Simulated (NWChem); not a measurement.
# the pair AlHOF2···GeH2: a chain of runs

Wanted: a single-point energy (singlet AlGeH3OF2, BLYP-D3(BJ)/pcseg-1), then the energy (singlet AlHOF2, BLYP-D3(BJ)/pcseg-1), then a single-point energy (singlet GeH2, BLYP-D3(BJ)/pcseg-1), then a single-point energy (singlet AlHOF2, BLYP-D3(BJ)/pcseg-1), then the energy (singlet GeH2, BLYP-D3(BJ)/pcseg-1) of AlF2GeH3O and its partners. 

The calculation is run with NWChem 7.3.0.

## 1. The structure to begin with

The species is AlGeH3OF2 (8 atoms), meant as a singlet with charge 0. The two molecules were placed rigidly side by side, at 0.8 times their contact distance; the pair isn't optimised.

Bond lengths: O1–Al2 1.674 Å, Al2–F3 1.633 Å, Al2–F4 1.638 Å, O1–H5 0.955 Å, Ge6–H7 1.595 Å, Ge6–H8 1.594 Å. Angles: O1–Al2–F3 119.1°, O1–Al2–F4 122.4°, F3–Al2–F4 118.6°, Al2–O1–H5 123.7°, H7–Ge6–H8 90.6°.

## 2. The energy at BLYP-D3(BJ)/pcseg-1 (run 1)

Contents of sp.nw:

```
START sp
TITLE "AlF2GeH3O"
memory total 2200 mb

GEOMETRY units angstroms noautosym nocenter noautoz
  O       -0.005460       1.241700       0.010680
  Al       0.175740      -0.420500       0.100380
  F        1.477440      -1.035900       0.870880
  F       -0.907860      -1.457100      -0.558420
  H       -0.739860       1.671800      -0.423520
  Ge       3.164910      -2.738850       3.233220
  H        4.729390      -2.469010       3.381980
  H        2.993090      -1.389460       2.401450
END

BASIS "ao basis" spherical bse
  * library pcseg-1
END

DFT
  xc becke88 lyp
  mult 1
  disp vdw 4
  grid fine
  convergence energy 1e-08
  maxiter 100
  mulliken
  print low
END

TASK dft energy
```

Launch:

```console
$ nwchem sp.nw > sp.out
```

What it wrote, cut to the lines that bear on the results:

```text
[...]
 d= 0,ls=0.0,diis     1  -2595.9058150578 -2.93D+03  1.94D-02  1.38D+00     3.3
[...]
 d= 0,ls=0.0,diis    11  -2596.0492291953 -1.18D-09  3.34D-07  1.79D-09    25.2
         Total DFT energy =    -2596.049229195275
      One electron energy =    -4281.214710246348
           Coulomb energy =     1480.364812321859
    Exchange-Corr. energy =     -128.463075261408
 Nuclear repulsion energy =      333.272393358648
    Dispersion correction =       -0.008649368027
[...]
      Total Density - Mulliken Population Analysis
     ---------------------------------------------
    Atom       Charge   Shell Charges
 -----------   ------   -------------------------------------------------------
    1 O    8     8.56   1.99  0.90  0.85  2.99  1.83  0.01
    2 Al  13    11.74   2.00  1.99  0.50 -0.02  5.98  0.84  0.13  0.32
    3 F    9     9.46   2.00  0.94  1.00  3.44  2.08  0.01
    4 F    9     9.47   2.00  0.94  1.00  3.44  2.08  0.01
    5 H    1     0.76   0.68  0.02  0.05
    6 Ge  32    31.94   2.00  2.00  2.00  1.25  0.64  6.00  5.97  1.00  1.02  9.98  0.09
    7 H    1     1.07   0.75  0.31  0.01
    8 H    1     1.01   0.74  0.26  0.01
[...]
```

It took 26 s on 1 thread of Intel Xeon Platinum 8488C (Sapphire Rapids), shared host; peak memory 0.12 GiB.

## 3. AlHOF2: the energy at BLYP-D3(BJ)/pcseg-1 (run 2)

Contents of job.nw:

```
start job
title "AlF2HO"
memory 2200 mb

geometry noautosym nocenter noautoz
O       -0.005460       1.241700       0.010680
Al       0.175740      -0.420500       0.100380
F        1.477440      -1.035900       0.870880
F       -0.907860      -1.457100      -0.558420
H       -0.739860       1.671800      -0.423520
end

basis spherical bse
* library pcseg-1
end

dft
xc becke88 lyp
mult 1
disp vdw 4
grid fine
convergence energy 1e-08
iterations 100
mulliken
print low
end

task dft energy
```

Launch:

```console
$ nwchem job.nw > job.out
```

What it wrote, cut to the lines that bear on the results:

```text
[...]
 d= 0,ls=0.0,diis     1   -517.9430922187 -6.78D+02  2.73D-02  1.26D+00     0.9
[...]
 d= 0,ls=0.0,diis    10   -518.0678575488 -5.85D-10  4.99D-07  5.89D-09     6.5
         Total DFT energy =     -518.067857548814
      One electron energy =    -1040.394969456510
           Coulomb energy =      410.554478280241
    Exchange-Corr. energy =      -48.700503514642
 Nuclear repulsion energy =      160.477510391118
    Dispersion correction =       -0.004373249020
[...]
      Total Density - Mulliken Population Analysis
     ---------------------------------------------
    Atom       Charge   Shell Charges
 -----------   ------   -------------------------------------------------------
    1 O    8     8.56   1.99  0.90  0.85  2.99  1.83  0.01
    2 Al  13    11.75   2.00  1.99  0.50 -0.02  5.98  0.84  0.14  0.32
    3 F    9     9.46   2.00  0.94  1.00  3.44  2.08  0.01
    4 F    9     9.47   2.00  0.94  1.00  3.44  2.09  0.01
    5 H    1     0.76   0.68  0.02  0.05
[...]
```

It took 7.2 s on 1 thread of Intel Xeon Platinum 8488C (Sapphire Rapids), shared host; peak memory 0.12 GiB.

## 4. GeH2: the energy at BLYP-D3(BJ)/pcseg-1 (run 3)

Contents of m1.nw:

```
start m1
title "GeH2"
memory stack 880 mb heap 220 mb global 1100 mb

geometry units au noautosym nocenter noautoz
  Ge  5.98081311 -5.17567640  6.10990030
  H   8.93725184 -4.66575270  6.39101596
  H   5.65612037 -2.62569886  4.53808280
end

basis spherical bse
  Ge library pcseg-1
  H library pcseg-1
end

dft
  xc becke88 lyp
  disp vdw 4
  grid fine
  convergence energy 1e-08
  maxiter 100
  mulliken
  print low
end

task dft energy
```

Launch:

```console
$ nwchem m1.nw > m1.out
```

What it wrote, cut to the lines that bear on the results:

```text
[...]
 d= 0,ls=0.0,diis     1  -2077.9655559685 -2.10D+03  2.03D-02  1.25D-01     1.0
[...]
 d= 0,ls=0.0,diis     7  -2077.9831114539 -1.20D-09  4.16D-07  2.96D-11     4.2
         Total DFT energy =    -2077.983111453912
      One electron energy =    -2937.763538626411
           Coulomb energy =      918.067515993722
    Exchange-Corr. energy =      -79.758734322737
 Nuclear repulsion energy =       21.473689729031
    Dispersion correction =       -0.002044227516
[...]
      Total Density - Mulliken Population Analysis
     ---------------------------------------------
    Atom       Charge   Shell Charges
 -----------   ------   -------------------------------------------------------
    1 Ge  32    31.88   2.00  2.00  2.00  1.26  0.63  6.00  5.97  0.99  0.98  9.98  0.09
    2 H    1     1.06   0.75  0.30  0.01
    3 H    1     1.06   0.75  0.30  0.01
[...]
```

Wall time 4.8 s (1 thread of Intel Xeon Platinum 8488C (Sapphire Rapids), shared host); peak memory 0.11 GiB.

## 5. AlHOF2 among ghost functions: the energy at BLYP-D3(BJ)/pcseg-1 (with ghost functions) (run 4)

Contents of mol.nw:

```
start mol
title "AlF2HO BLYP"
memory total 2200 mb
charge 0

geometry units au noautosym nocenter noautoz
  O     -0.01031790     2.34647293     0.02018228
  Al     0.33210047    -0.79462984     0.18969071
  F      2.79195697    -1.95756729     1.64572469
  F     -1.71560676    -2.75351994    -1.05526086
  H     -1.39813277     3.15924414    -0.80033681
  bqGe     5.980813    -5.175676     6.109900
  bqH      8.937252    -4.665753     6.391016
  bqH      5.656120    -2.625699     4.538083
end

basis spherical bse
  O library pcseg-1
  Al library pcseg-1
  F library pcseg-1
  H library pcseg-1
  bqGe library Ge pcseg-1
  bqH library H pcseg-1
end

dft
  xc becke88 lyp
  disp vdw 4
  grid fine
  convergence energy 1e-08
  iterations 100
  mulliken
  noprint "final vectors analysis"
end

task dft
```

Launch:

```console
$ nwchem mol.nw > mol.out
```

What it wrote, cut to the lines that bear on the results:

```text
[...]
          Wavefunction type:  closed shell.
          No. of atoms     :     8
          No. of electrons :    40
[...]
          Charge           :     0
          Spin multiplicity:     1
[...]
          AO basis - number of functions:   102
[...]
              XC Information
              --------------
                    Becke 1988 Exchange Functional  1.000
              Lee-Yang-Parr Correlation Functional  1.000
[...]
 d= 0,ls=0.0,diis     1   -517.9437693230 -6.78D+02  1.75D-02  1.26D+00     2.6
[...]
 d= 0,ls=0.0,diis    10   -518.0691398034 -7.26D-10  3.67D-07  7.78D-09    21.4
         Total DFT energy =     -518.069139803398
      One electron energy =    -1040.343679131066
           Coulomb energy =      410.498053846121
    Exchange-Corr. energy =      -48.696639992897
 Nuclear repulsion energy =      160.477498723278
    Dispersion correction =       -0.004373248834
[...]
      Total Density - Mulliken Population Analysis
     ---------------------------------------------
    Atom       Charge   Shell Charges
 -----------   ------   -------------------------------------------------------
    1 O    8     8.56   1.99  0.90  0.85  2.99  1.83  0.01
    2 Al  13    11.74   2.00  1.99  0.50 -0.02  5.98  0.84  0.14  0.32
    3 F    9     9.46   2.00  0.94  1.00  3.44  2.07  0.01
    4 F    9     9.47   2.00  0.94  1.00  3.44  2.08  0.01
    5 H    1     0.76   0.68  0.02  0.05
    6 X    0     0.00  -0.00 -0.00  0.00 -0.00  0.00 -0.00 -0.00 -0.00  0.00 -0.00  0.00
    7 X    0     0.00   0.00  0.00 -0.00
    8 X    0     0.01   0.00  0.01  0.00
[...]
```

Wall time 22 s (1 thread of Intel Xeon Platinum 8488C (Sapphire Rapids), shared host); peak memory 0.12 GiB.

## 6. GeH2 among ghost functions: a single-point energy at BLYP-D3(BJ)/pcseg-1 (with ghost functions) (run 5)

Contents of work.nw:

```
echo
start work
title "GeH2"
memory stack 880 mb heap 220 mb global 1100 mb
charge 0
geometry units angstrom noautosym nocenter noautoz
   Ge       3.164910      -2.738850       3.233220
   H        4.729390      -2.469010       3.381980
   H        2.993090      -1.389460       2.401450
   bqO     -0.005460     1.241700     0.010680
   bqAl     0.175740    -0.420500     0.100380
   bqF      1.477440    -1.035900     0.870880
   bqF     -0.907860    -1.457100    -0.558420
   bqH     -0.739860     1.671800    -0.423520
end
basis spherical bse
   Ge library pcseg-1
   H library pcseg-1
   bqO library O pcseg-1
   bqAl library Al pcseg-1
   bqF library F pcseg-1
   bqH library H pcseg-1
end
dft
   xc becke88 lyp
   disp vdw 4
   grid fine
   convergence energy 1e-08
   iterations 100
   mulliken
   noprint "final vectors analysis"
end
task dft
```

Launch:

```console
$ nwchem work.nw > work.out
```

What it wrote, cut to the lines that bear on the results:

```text
[...]
          Wavefunction type:  closed shell.
          No. of atoms     :     8
          No. of electrons :    34
[...]
          Charge           :     0
          Spin multiplicity:     1
[...]
          AO basis - number of functions:   102
[...]
              XC Information
              --------------
                    Becke 1988 Exchange Functional  1.000
              Lee-Yang-Parr Correlation Functional  1.000
[...]
 d= 0,ls=0.0,diis     1  -2077.9655834959 -2.10D+03  7.42D-03  1.26D-01     2.8
[...]
 d= 0,ls=0.0,diis     7  -2077.9831875031 -1.10D-09  1.98D-06  1.59D-09    14.6
         Total DFT energy =    -2077.983187503066
      One electron energy =    -2937.757620741979
           Coulomb energy =      918.061255973313
    Exchange-Corr. energy =      -79.758469808242
 Nuclear repulsion energy =       21.473691301346
    Dispersion correction =       -0.002044227505
[...]
      Total Density - Mulliken Population Analysis
     ---------------------------------------------
    Atom       Charge   Shell Charges
 -----------   ------   -------------------------------------------------------
    1 Ge  32    31.89   2.00  2.00  2.00  1.26  0.63  6.00  5.97  0.99  0.99  9.98  0.09
    2 H    1     1.06   0.75  0.30  0.01
    3 H    1     1.05   0.75  0.29  0.01
    4 X    0    -0.00   0.00  0.00 -0.00  0.00 -0.00 -0.00
    5 X    0     0.00  -0.00 -0.00 -0.00  0.00 -0.00  0.00  0.00  0.00
    6 X    0     0.00   0.00  0.00 -0.00 -0.00  0.00  0.00
    7 X    0    -0.00   0.00  0.00 -0.00  0.00 -0.00 -0.00
    8 X    0    -0.00   0.00 -0.00 -0.00
[...]
```

Wall time 15 s (1 thread of Intel Xeon Platinum 8488C (Sapphire Rapids), shared host); peak memory 0.12 GiB.

## 7. Outcome

| quantity | value |
| --- | --- |
| run 1, BLYP-D3(BJ)/pcseg-1: total energy | -2596.04923 Eh |
| run 1, BLYP-D3(BJ)/pcseg-1: dispersion energy | -22.71 kJ/mol |
| AlHOF2: total energy | -518.06786 Eh |
| AlHOF2: dispersion energy | -11.48 kJ/mol |
| GeH2: total energy | -2077.98311 Eh |
| GeH2: dispersion energy | -5.37 kJ/mol |
| AlHOF2 among ghost functions: total energy | -518.06914 Eh |
| AlHOF2 among ghost functions: dipole moment | 2.15 D |
| AlHOF2 among ghost functions: dispersion energy | -11.48 kJ/mol |
| GeH2 among ghost functions: total energy | -2077.98319 Eh |
| GeH2 among ghost functions: dipole moment | 0.21 D |
| GeH2 among ghost functions: dispersion energy | -5.37 kJ/mol |
| interaction energy of the rigid parts AlHOF2 and GeH2 (parts in their own basis; closest atoms 2.18 Å apart) | 0.047 eV |
| interaction energy of the rigid parts AlHOF2 and GeH2 (parts in the whole basis, counterpoise; closest atoms 2.18 Å apart) | 0.084 eV |

**Reading.** The interaction energy of the rigid parts AlHOF2 and GeH2 (parts in their own basis; closest atoms 2.18 Å apart) is 0.05 eV (4.6 kJ/mol): the parts repel at this shape. Without counterpoise this holds the superposition error of the basis. The interaction energy of the rigid parts AlHOF2 and GeH2 (parts in the whole basis, counterpoise; closest atoms 2.18 Å apart) is 0.08 eV (1.9 kcal/mol): the parts repel at this shape. The basis-set superposition error is 3.6 kJ/mol. Mulliken charges (run 1, BLYP-D3(BJ)/pcseg-1) run from -0.56 on O1 to +1.26 on Al2; they depend strongly on the basis.
